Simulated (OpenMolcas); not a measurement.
# Mo²⁺ among point charges: CASSCF and CASPT2 levels and susceptibility

Aim: the splitting of the states of Mo²⁺ in the field of 6 point charges, its lowest levels with spin-orbit coupling and its magnetic susceptibility.

The numbers are computed with OpenMolcas 26.06 (state-averaged CASSCF and CASPT2, spin-orbit coupling by RASSI with atomic mean-field integrals), except any that are marked as measured or tabulated.

## Step 1: The atom as given

| Property | Result |
| --- | --- |
| Species | Mo²⁺ (molybdenum, Z = 42, 40 electrons) |
| Basis | ANO-RCC-VDZP [6s5p3d1f], 43 functions |
| Scalar Hamiltonian | DKH2, point nucleus |
| Inactive shells | 1s 2s 2p 3s 3p 3d 4s 4p |
| Active space | 4 electrons in 5 orbitals (4d) |
| Some configurations of this space | 4d⁴ |
| Orbitals | optimised for each spin and parity, averaged over all roots |

The outer shells:

4d4
```
4d [↑ ][↑ ][↑ ][↑ ][  ]
```

The ion sits among 6 point charges of -1.5 e arranged as an octahedron (Oh), 2.2 Å from the ion.

Each step is its own input file, run in one work folder so that later steps find the files of earlier ones. Labels, J, g values, rates, χT and fits are worked out afterwards by a script from the matrices that RASSI stores. The input lists half of the charges; inversion (Group=XYZ) makes the rest.

## Step 2: Basis and integrals

Contents of a.inp:

```
&GATEWAY
Coord
1

Mo 0.0 0.0 0.0
Basis=ANO-RCC-VDZP
Group=XYZ
NoMove
AngMom=0.0 0.0 0.0
AMFI
XField
3 Angstrom 0
2.200000 0.000000 0.000000 -1.500000
0.000000 2.200000 0.000000 -1.500000
0.000000 0.000000 2.200000 -1.500000
&SEWARD
```

Run with:

```console
$ OMP_NUM_THREADS=1 MOLCAS_MEM=1689 MOLCAS_PROJECT=a pymolcas a.inp > a.log
```

## Step 3: Reference wave functions, quintets of even parity, 5 roots

Contents of a.inp:

```
&RASSCF
FileOrb=start.orb
Symmetry=1
Spin=5
nActEl=4 0 0
Inactive=9 9
Ras2=5 0
CIRoot=5 5 1
SDav=5
CIMx=300
Iter=120 100
PrWF=0.3
OrbListing=Nothing
MaxOrb=0
>>> COPY $Project.JobIph JOB001
```

start.orb holds the contracted functions of the basis, ordered by shell, or the orbitals of the step before.

## Step 4: Reference wave functions, triplets of even parity, 45 roots

Contents of a.inp:

```
&RASSCF
FileOrb=start.orb
Symmetry=1
Spin=3
nActEl=4 0 0
Inactive=9 9
Ras2=5 0
CIRoot=45 45 1
SDav=45
CIMx=300
Iter=120 100
PrWF=0.3
OrbListing=Nothing
MaxOrb=0
>>> COPY $Project.JobIph JOB002
```

## Step 5: Reference wave functions, singlets of even parity, 50 roots

Contents of a.inp:

```
&RASSCF
FileOrb=start.orb
Symmetry=1
Spin=1
nActEl=4 0 0
Inactive=9 9
Ras2=5 0
CIRoot=50 50 1
SDav=50
CIMx=300
Iter=120 100
PrWF=0.3
OrbListing=Nothing
MaxOrb=0
>>> COPY $Project.JobIph JOB003
```

## Step 6: RASSI: spin-orbit coupling between the states

Contents of a.inp:

```
&RASSI
NrOfJobIphs=3 5 45 50
1 2 3 4 5
1 2 3 4 5 6 7 8 9 10 11 12 13 14 15 16 17 18 19 20 21 22 23 24 25 26 27
28 29 30 31 32 33 34 35 36 37 38 39 40 41 42 43 44 45
1 2 3 4 5 6 7 8 9 10 11 12 13 14 15 16 17 18 19 20 21 22 23 24 25 26 27
28 29 30 31 32 33 34 35 36 37 38 39 40 41 42 43 44 45 46 47 48 49 50
IphNames
JOB001
JOB002
JOB003
EJob
SpinOrbit
DIPRint=1.0
SOCoupling=1000.0
Subsets=2
Property=9
'ANGMOM' 1 'ANGMOM' 2 'ANGMOM' 3 'MLTPL  1' 1 'MLTPL  1' 2 'MLTPL  1' 3
'AMFI' 1 'AMFI' 2 'AMFI' 3
SOProperty=3
'ANGMOM' 1 'ANGMOM' 2 'ANGMOM' 3
```

## Step 7: CASPT2: IPEA 0.25, imaginary shift 0.1 (closed shells correlated: 4s 4p)

Contents of a.inp:

```
>>> COPY JOB001 $Project.JobIph
&CASPT2
Multistate=5 1 2 3 4 5
NoMult
Frozen=8 6
IPEA=0.25
Imaginary=0.1
MaxIter=60
WThr=0.0 0.3 0.05
PrWF=0.5
NoMix
>>> COPY JOB002 $Project.JobIph
&CASPT2
Multistate=45 1 2 3 4 5 6 7 8 9 10 11 12 13 14 15 16 17 18 19 20 21 22
23 24 25 26 27 28 29 30 31 32 33 34 35 36 37 38 39 40 41 42 43 44 45
NoMult
Frozen=8 6
IPEA=0.25
Imaginary=0.1
MaxIter=60
WThr=0.0 0.3 0.05
PrWF=0.5
NoMix
>>> COPY JOB003 $Project.JobIph
&CASPT2
Multistate=50 1 2 3 4 5 6 7 8 9 10 11 12 13 14 15 16 17 18 19 20 21 22
23 24 25 26 27 28 29 30 31 32 33 34 35 36 37 38 39 40 41 42 43 44 45 46
47 48 49 50
NoMult
Frozen=8 6
IPEA=0.25
Imaginary=0.1
MaxIter=60
WThr=0.0 0.3 0.05
PrWF=0.5
NoMix
```

(Steps that only read results are left out.)

**Question.** What will these runs give? Wanted: spin-free ground state; first state of the same spin within the active space; lowest level; next level.

**Answer**, as computed:

```
                                            quantity                                                                        value
                                              method  SS-CASPT2, IPEA 0.25, imaginary shift 0.1 (closed shells correlated: 4s 4p)
                              spin-free ground state                                               5E, 2-fold in its orbital part
first state of the same spin within the active space                                                            5T2 at 10100 cm⁻¹
                                        lowest level                                                                    1-fold A1
                                          next level                                                                    90.1 cm⁻¹
                                         χT at 300 K                                                               2.71 cm³ K/mol
                           effective moment at 300 K                                                                      4.65 μB
```

Cost by method:

| method | time of its own steps | time with the reference |
| --- | --- | --- |
| A. CASSCF | 20 s | 20 s |
| B. SS-CASPT2, IPEA 0.25, imaginary shift 0.1, +4s 4p | 5.7 s | 25 s |

Times are of one thread on a shared host.

**Reading.** The spin-free ground state (5E) comes to 100 % from free-ion D terms and keeps the highest spin of the shell. χT at 300 K is 2.71, against 3.01 cm³ K/mol for the spin alone, so spin-orbit coupling lowers it. An active space of the d shell alone favours high spin; real ions in strong fields can be low spin. A ligand-field fit to the states below 45000 cm-1 gives 10Dq = 10498 cm-1, B = 539 cm-1 and C = 2671 cm-1 (C/B = 4.95), with a deviation of 543 cm-1. CASPT2 does not keep the components of a term degenerate, and the means are used. An orbital doublet at a regular site is open to a Jahn-Teller distortion, which this geometry leaves out. The field of point charges can differ much from that of real complexes. With metal d orbitals alone active, the gaps between spin states are rough; where two lie within a few thousand cm-1, their order is open. Point charges carry no covalency, so the field is a model and not that of real ligands.
